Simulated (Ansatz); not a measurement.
# CH2BNO2, SMILES O=C1NB1O: energies of removing a hydrogen

Computed with the Python package of Ansatz (0.2.0).

The cells in order, each with its output:

In [1]:
```python
import ansatz as az


def energy(molecule, charge=0, unpaired=0):
    calc = molecule.calculation().basis(gaussian="def2-TZVP").functional("pbe")
    if charge:
        calc = calc.charge(charge)
    if unpaired:
        calc = calc.spin("collinear", total=unpaired)
    report = calc.run(threads=1).report
    if report["published_state_doubts"]:
        print("  doubts:", report["published_state_doubts"])
    return report["free_energy_ev"]

def without(molecule, index):
    rest = az.Crystal.molecule()
    for i, site in enumerate(molecule.cartesian_sites):
        if i != index:
            rest = rest.atom(site.symbol, site.position_ang)
    return rest

system = (
    az.Crystal.molecule()
    .atom("O", [-0.5909, -2.2246, 0.5828])
    .atom("C", [-0.1259, -1.0522, 0.3774])
    .atom("N", [0.7945, -0.0047, 0.7621])
    .atom("B", [0.044, 0.2282, -0.435])
    .atom("O", [-0.4533, 1.0407, -1.5714])
    .atom("H", [1.5663, 0.3512, 1.4268])
    .atom("H", [-1.1734, 1.5933, -1.1884])
)

whole = energy(system, 0)
hydrogen = energy(az.Crystal.molecule().atom("H", (0, 0, 0)), 0, 1)
print(f"E(molecule) = {whole:.5f} eV, E(H) = {hydrogen:.5f} eV")
for index in [5, 6]:
    radical = energy(without(system, index), 0, 1)
    print(f"H{index}: homolysis {(radical + hydrogen - whole):.3f} eV")
```
```text
E(molecule) = -7324.29801 eV, E(H) = -13.59523 eV
H5: homolysis 3.204 eV
H6: homolysis 4.198 eV
```

Caveats:
- Total energies depend on the basis set; only differences at equal settings carry meaning.
- The geometry is a force-field or estimated start, not a minimum of this method, and the basis set is short of its limit. All parts are taken at fixed geometry, without zero-point energy.
- This functional overbinds, so such energies come out a few per cent too high (LDA far more).
- Hardware and time: 18 s on 1 thread of Arm Neoverse V1 (shared host), peak memory 0.27 GiB.

(Lines on the test bed's own set-up are left out of the output.)
